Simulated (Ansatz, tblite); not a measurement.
**C₁₄H₁₄O: one state, many levels**

Aim: run the singlet of C₁₄H₁₄O at one geometry on many levels, and compare frontier levels, spin and run time.

Computed with Ansatz 0.2.0, Gaussian basis. Level: as each input shows.

Levels to be run: GFN1-xTB, GFN2-xTB, PBE-D4/def2-TZVP, r2SCAN-D4/def2-TZVP, PBE-D4/def2-SVP, PBE0-D4/def2-SVP, HF/STO-3G, HF/6-31G, B3LYP-D4/6-31G, MP2/def2-SVP.

4 further runs of the same task are left out: 4 that didn't finish.

## 1. The relaxed structure

The geometry is that of the singlet, from an earlier relaxation (r2SCAN-D4/def2-SVP).

SMILES `c1ccc(CCOc2ccccc2)cc1`, 29 atoms, charge 0, spin multiplicity 1.

Bond lengths: C1–C2 1.398 Å, C1–C15 1.398 Å, C1–H16 1.094 Å, C2–C3 1.398 Å, C2–H17 1.094 Å, C3–C4 1.404 Å, C3–H18 1.096 Å, C4–C5 1.507 Å, C4–C14 1.404 Å, C5–C6 1.523 Å, C5–H19 1.102 Å, C5–H20 1.102 Å, C6–O7 1.415 Å, C6–H21 1.108 Å, C6–H22 1.108 Å, O7–C8 1.357 Å, C8–C9 1.406 Å, C8–C13 1.404 Å and more. Angles: C2–C1–C15 119.6°, C2–C1–H16 120.2°, C15–C1–H16 120.2°, C1–C2–C3 120.1°, C1–C2–H17 120.1°, C3–C2–H17 119.8°, C2–C3–C4 120.8°, C2–C3–H18 119.8°, C4–C3–H18 119.3°, C3–C4–C5 120.7°, C3–C4–C14 118.5°, C5–C4–C14 120.7°, C4–C5–C6 111.4°, C4–C5–H19 110.8°, C4–C5–H20 110.8°, C6–C5–H19 108.3°, C6–C5–H20 108.3°, H19–C5–H20 107.2° and more.

PBE0-D4/def2-TZVP was run before; its log isn't repeated, and its numbers join the tables.

## 2. GFN1-xTB

Tight binding, by tblite at 300 K electronic temperature and without a spin-polarisation term:

```python
tblite.interface.Calculator('GFN1-xTB', numbers, positions, charge=0, uhf=0).singlepoint()
```

Energy -1138.0620 eV, HOMO -11.20 eV, LUMO -7.26 eV; 0.089 s.

## 3. GFN2-xTB

Tight binding, by tblite at 300 K electronic temperature and without a spin-polarisation term:

```python
tblite.interface.Calculator('GFN2-xTB', numbers, positions, charge=0, uhf=0).singlepoint()
```

Energy -1119.8735 eV, HOMO -10.20 eV, LUMO -6.24 eV; 0.053 s.

## 4. PBE-D4/def2-TZVP

start.molden holds the orbitals of an earlier run on this state, given as this run's starting guess.

Contents of in.yaml:

```yaml
crystal:
  periodic: [false, false, false]
  atoms:
    - {symbol: C, position_ang: [-4.738106, 1.236342, 0.207344]}
    - {symbol: C, position_ang: [-4.256926, 0.663833, -0.974142]}
    - {symbol: C, position_ang: [-3.109110, -0.133159, -0.950179]}
    - {symbol: C, position_ang: [-2.423894, -0.372702, 0.251762]}
    - {symbol: C, position_ang: [-1.157225, -1.188544, 0.266672]}
    - {symbol: C, position_ang: [0.068673, -0.314547, 0.038537]}
    - {symbol: O, position_ang: [1.206797, -1.155413, 0.068737]}
    - {symbol: C, position_ang: [2.433015, -0.601612, -0.111536]}
    - {symbol: C, position_ang: [3.520946, -1.491274, -0.069528]}
    - {symbol: C, position_ang: [4.817585, -1.015160, -0.243619]}
    - {symbol: C, position_ang: [5.052953, 0.349352, -0.461904]}
    - {symbol: C, position_ang: [3.969694, 1.227924, -0.503217]}
    - {symbol: C, position_ang: [2.658409, 0.766960, -0.329215]}
    - {symbol: C, position_ang: [-2.913597, 0.213732, 1.429840]}
    - {symbol: C, position_ang: [-4.061105, 1.011270, 1.409944]}
    - {symbol: H, position_ang: [-5.639876, 1.855617, 0.191241]}
    - {symbol: H, position_ang: [-4.783987, 0.830906, -1.918457]}
    - {symbol: H, position_ang: [-2.742889, -0.589517, -1.876606]}
    - {symbol: H, position_ang: [-1.181653, -1.962545, -0.517947]}
    - {symbol: H, position_ang: [-1.037759, -1.707072, 1.232156]}
    - {symbol: H, position_ang: [0.138846, 0.463411, 0.824290]}
    - {symbol: H, position_ang: [-0.004875, 0.205541, -0.936994]}
    - {symbol: H, position_ang: [3.315975, -2.551369, 0.101719]}
    - {symbol: H, position_ang: [5.656177, -1.717478, -0.209397]}
    - {symbol: H, position_ang: [6.072274, 0.720520, -0.598301]}
    - {symbol: H, position_ang: [4.137485, 2.296228, -0.671765]}
    - {symbol: H, position_ang: [1.829045, 1.475744, -0.365563]}
    - {symbol: H, position_ang: [-2.393077, 0.030983, 2.376564]}
    - {symbol: H, position_ang: [-4.433804, 1.452059, 2.339583]}
basis:
  gaussian: {orbitals: def2-TZVP, initial_orbitals: start.molden}
hamiltonian: {xc: pbe, dispersion: d4}
scf: {omitted_lower_state_checks: [starts]}
output: {orbitals: {seedname: orbitals}}
```

On the command line:

```console
ansatz run in.yaml --threads 4 --pin off --events-out ev --progress --plain --max-ram 6963MiB
```

The runs that follow: r2SCAN-D4/def2-TZVP; PBE-D4/def2-SVP; PBE0-D4/def2-SVP; HF/STO-3G; HF/6-31G; B3LYP-D4/6-31G; MP2/def2-SVP.

**Question.** What will the summary of the whole plan be? Wanted: gap in def2-TZVP, named functionals, smallest and largest; correlation energy, MP2/def2-SVP; binding an atom, functionals in def2-TZVP; PBE0 total energy, smallest basis above largest.

As calculated:

| quantity | value |
| --- | --- |
| gap in def2-TZVP, named functionals, smallest and largest | 4.03 eV (PBE-D4), 5.99 eV (PBE0-D4) |
| correlation energy, MP2/def2-SVP | -54.90 eV |
| binding an atom, functionals in def2-TZVP | 4.97 (r2SCAN-D4) to 5.12 eV (PBE-D4) |
| PBE0 total energy, smallest basis above largest | 17.68 eV (def2-SVP, def2-TZVP) |

**Reading.** Orbital gaps of the named functionals in def2-TZVP span 4.03 eV (PBE-D4) to 5.99 eV (PBE0-D4); exact exchange widens it.
